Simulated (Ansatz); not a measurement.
Working through an atomisation energy of C2H4FO, SMILES [O]CCF

Computed with Ansatz 0.2.0 through its Python package.

Notebook, run cell by cell (the value of a cell's last expression is shown):

In [1]:
```python
from collections import Counter

import ansatz as az
```

In [2]:
```python
def energy_of(molecule, charge=0, unpaired=0):
    calc = (
        molecule.calculation()
        .basis(gaussian="def2-SVPD")
        .functional("b3lyp")
    )
    if charge:
        calc = calc.charge(charge)
    if unpaired:
        calc = calc.spin("collinear", total=unpaired)
    report = calc.run().report
    if report["published_state_doubts"]:
        print("  doubts:", report["published_state_doubts"])
    return report["free_energy_ev"]
```

In [3]:
```python
geometry_ang = [
    ("O", (-1.147, 1.2626, -0.0116)),
    ("C", (-0.0057, 0.7741, 0.2124)),
    ("C", (-0.0779, -0.7258, -0.1621)),
    ("F", (0.2675, -0.9048, -1.4833)),
    ("H", (0.3591, 0.7947, 1.237)),
    ("H", (0.8661, 1.1932, -0.3338)),
    ("H", (-0.9653, -1.2151, 0.1111)),
    ("H", (0.7955, -1.236, 0.3746)),
]
geometry = az.Crystal.molecule()
for symbol, xyz in geometry_ang:
    geometry = geometry.atom(symbol, xyz)
```

In [4]:
```python
# Hund ground states
unpaired = {"O": 2, "C": 2, "F": 1, "H": 1}
counts = Counter(site.symbol for site in geometry.cartesian_sites)
atom_energy = {s: energy_of(az.Crystal.molecule().atom(s, (0, 0, 0)), 0, unpaired[s]) for s in counts}
whole = energy_of(geometry, 0, 1)
for s, e in atom_energy.items():
    print(f"{s:2s} x{counts[s]}  {e:14.5f} eV")
print(f"C2H4FO: {whole:.5f} eV")
split = sum(counts[s] * e for s, e in atom_energy.items()) - whole
print(f"atomisation energy (no zero-point term): {split:.3f} eV, {split / sum(counts.values()):.3f} eV an atom")
```
```text
O  x1     -2041.10532 eV
C  x2     -1028.99694 eV
F  x1     -2711.69859 eV
H  x4       -13.63995 eV
C2H4FO: -6895.66625 eV
atomisation energy (no zero-point term): 30.309 eV, 3.789 eV an atom
```

30.309 eV from the electronic energies, without the zero-point term.

Reading the output:
- Total energies depend on the basis set; only differences at equal settings carry meaning.
- The geometry is a force-field or estimated start, not a minimum of this method, and the basis set is short of its limit. All parts are taken at fixed geometry, without zero-point energy.
- The run takes the species as open-shell (spin multiplicity 2), which needn't be its ground state.
- b3lyp holds the VWN-RPA fit, as in Gaussian; the form of ORCA and Turbomole is b3lyp5.
- Wall time of the script: 13 s on 1 thread of Arm Neoverse V2, with other jobs on the host, peak memory 0.4 GiB.
